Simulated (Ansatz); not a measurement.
# Cl3HSSi: up Jacob's ladder to CCSD(T)

The task here is to estimate one member of a computed series from the others.

Method: functionals in def2-TZVPP, the program's frozen cores in correlated methods; program: Ansatz 0.2.0, Gaussian basis.

Plan: LDA (SPW92), PBE-D4, revPBE-D4, BLYP-D4, r2SCAN-D4, B97M-V, PBE0-D4, B3LYP-D4, r2SCANh-D4, r2SCAN0-D4, HSE06-D4, BHLYP-D4, CAM-B3LYP-D4, LC-ωPBE, ωB97X-V, ωB97M-V, B2PLYP, PBE-QIDH; CCSD(T)/def2-SVP; CCSD(T)/def2-TZVPP; MP2/def2-QZVPP; extrapolation to the limit; RPA on PBE.

## Structure used throughout

The geometry comes from an earlier relaxation with PBE0-D4 in a triple-zeta def2 set; it is a stationary point.

SMILES `S[Si](Cl)(Cl)Cl`, 6 atoms, charge 0, spin multiplicity 1.

Atoms are counted from 1 here; the program's logs count them from 0.

Bond lengths: S1–Si2 2.105 Å, S1–H6 1.346 Å, Si2–Cl3 2.027 Å, Si2–Cl4 2.033 Å, Si2–Cl5 2.033 Å. Angles: Si2–S1–H6 93.0°, S1–Si2–Cl3 106.1°, S1–Si2–Cl4 112.2°, S1–Si2–Cl5 112.2°, Cl3–Si2–Cl4 109.6°, Cl3–Si2–Cl5 109.6°, Cl4–Si2–Cl5 107.1°.

As a file:

```
atom    x (Å)    y (Å)    z (Å)
  S1  -0.9401   0.5930   1.3399
 Si2   0.3307  -0.2581  -0.1062
 Cl3   1.6423  -1.4202   0.9134
 Cl4  -0.6854  -1.3960  -1.4497
 Cl5   1.3473   1.1506  -1.1620
  H6  -1.6528   1.2668   0.4185
```

Set-up of the first run:

Input file in.yaml:

```yaml
crystal:
  periodic: [false, false, false]
  atoms:
    - {symbol: S, position_ang: [-0.940080, 0.592992, 1.339950]}
    - {symbol: Si, position_ang: [0.330725, -0.258058, -0.106204]}
    - {symbol: Cl, position_ang: [1.642323, -1.420191, 0.913449]}
    - {symbol: Cl, position_ang: [-0.685377, -1.396016, -1.449744]}
    - {symbol: Cl, position_ang: [1.347285, 1.150594, -1.162045]}
    - {symbol: H, position_ang: [-1.652774, 1.266778, 0.418494]}
basis:
  gaussian: {orbitals: def2-TZVPP}
hamiltonian: {xc: lda}
output: {orbitals: {seedname: orbitals}}
```

Started as:

```bash
ansatz run in.yaml --threads 4 --pin off --events-out ev --progress --plain --max-ram 10444MiB
```

Among the steps run: LDA; PBE-D4 (GGA); revPBE-D4 (GGA); BLYP-D4 (GGA); r2SCAN-D4 (meta-GGA); B97M-V (meta-GGA); PBE0-D4 (hybrid); B3LYP-D4 (hybrid); r2SCANh-D4 (hybrid); r2SCAN0-D4 (hybrid); HSE06-D4 (hybrid); BHLYP-D4 (hybrid); CAM-B3LYP-D4 (range-separated); LC-ωPBE (range-separated); ωB97X-V (range-separated); ωB97M-V (range-separated); B2PLYP (double hybrid); PBE-QIDH (double hybrid).

One table of the session follows, with a row left open; its other results are not shown here.

It belongs to the step «Frontier levels by functional». 

```
  functional  HOMO (eV)  gap (eV)
 LDA (SPW92)      -7.06      5.26
      PBE-D4      -6.92      5.36
   revPBE-D4      -6.87      5.41
     BLYP-D4      -6.73      5.29
   r2SCAN-D4      -7.24      5.99
      B97M-V      -7.32      6.12
     PBE0-D4      -8.20      7.62
    B3LYP-D4      -7.92      7.10
  r2SCANh-D4      -7.70      6.80
  r2SCAN0-D4      -8.41      8.01
    HSE06-D4          ?         ?
    BHLYP-D4      -9.31      9.83
CAM-B3LYP-D4      -9.52     10.09
     LC-ωPBE     -10.98     12.77
     ωB97X-V     -10.58     12.27
     ωB97M-V     -10.39     11.89
```

Q: Estimate the row for HSE06-D4 from the others.

The run gave: HOMO (eV): -7.80; gap (eV): 6.84. In the column «HOMO (eV)» it lies between B3LYP-D4 (-7.92) and r2SCANh-D4 (-7.70).
